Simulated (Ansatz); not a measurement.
# Yb2P6Os: the cost of one run

Program: Ansatz 0.2.0. Level of theory: DFT PBE, scalar-relativistic, plane waves, PAW, unless a step names another level. These are calculated values, not measurements.

1 further run of the same task is left out (set aside as unsound or not needed).

### 1 The system as given

It takes space group Fm-3m (No. 225, cubic). The conventional cell has a = 8.595 Å, b = 8.595 Å, c = 8.595 Å, α = 90.00°, β = 90.00°, γ = 90.00°. Around Yb (site symmetry -43m) lie 12 P at 3.05 Å. P (site symmetry 4mm) has 1 Os at 2.38 Å and 4 Yb at 3.05 Å as nearest neighbours. Around Os (site symmetry m-3m) lie 6 P at 2.38 Å.

Coordinates:

```
CELL_PARAMETERS angstrom
0.00000 4.29748 4.29748
4.29748 0.00000 4.29748
4.29748 4.29748 0.00000
ATOMIC_POSITIONS crystal
Yb 0.25000 0.25000 0.25000
Yb 0.75000 0.75000 0.75000
P 0.72267 0.27733 0.72267
P 0.27733 0.27733 0.72267
P 0.72267 0.72267 0.27733
P 0.27733 0.72267 0.27733
P 0.27733 0.72267 0.72267
P 0.72267 0.27733 0.27733
Os 0.00000 0.00000 0.00000
```

It is the end of an earlier relaxation with the same method, from a database cell with other species swapped in; it is a trial structure. At a tolerance of 0.05 Å it has space group Fm-3m (No. 225); it has 17.64 Å³/atom, an uncorrected energy of -0.23 eV/atom over the elements.

### 2 Bands, states and charges

File input.yaml:

```yaml
crystal:
  lattice:
    - [0.0, 4.2974834804, 4.2974834804]
    - [4.2974834804, 0.0, 4.2974834804]
    - [4.2974834804, 4.2974834804, 0.0]
  atoms:
    - { symbol: Yb, position: [0.25, 0.25, 0.25] }
    - { symbol: Yb, position: [0.75, 0.75, 0.75] }
    - { symbol: P, position: [0.7226664751, 0.2773335249, 0.7226664751] }
    - { symbol: P, position: [0.2773335249, 0.2773335249, 0.7226664751] }
    - { symbol: P, position: [0.7226664751, 0.7226664751, 0.2773335249] }
    - { symbol: P, position: [0.2773335249, 0.7226664751, 0.2773335249] }
    - { symbol: P, position: [0.2773335249, 0.7226664751, 0.7226664751] }
    - { symbol: P, position: [0.7226664751, 0.2773335249, 0.2773335249] }
    - { symbol: Os, position: [0.0, 0.0, 0.0] }
basis:
  ecutwfc: 420
kpoints:
  mp_grid: { grid: [8, 8, 8] }
  band_path:
    path:
      - [[0.0, 0.0, 0.0], [0.5, 0.0, 0.5], [0.625, 0.25, 0.625]]
      - [[0.375, 0.375, 0.75], [0.0, 0.0, 0.0], [0.5, 0.5, 0.5], [0.5, 0.25, 0.75], [0.5, 0.0, 0.5]]
    npoints: 14
hamiltonian:
  xc: pbe
scf:
  occupations: { method: gaussian, width: 0.1 }
  n_extra_bands: 22
output:
  forces: true
  stress: true
  eigenvalues: true
  populations: true
  dos: { projected: true, de: 0.02, nscf_kmesh: { grid: [10, 10, 10] } }
  bader: true
  write_density: true
  write_potential: true
  elf: true
  volumetric_format: npy
```

On the command line:

```bash
$ ansatz run input.yaml --threads 1 --pin off --max-ram 2048MiB --backend cpu --events-out ev --progress --plain --runs-dir out
```

**Question.** How long does this run take on 1 thread of Arm Neoverse V1, shared host, and how much memory does it need?

About 2.3 min, with a peak of 0.79 GiB.
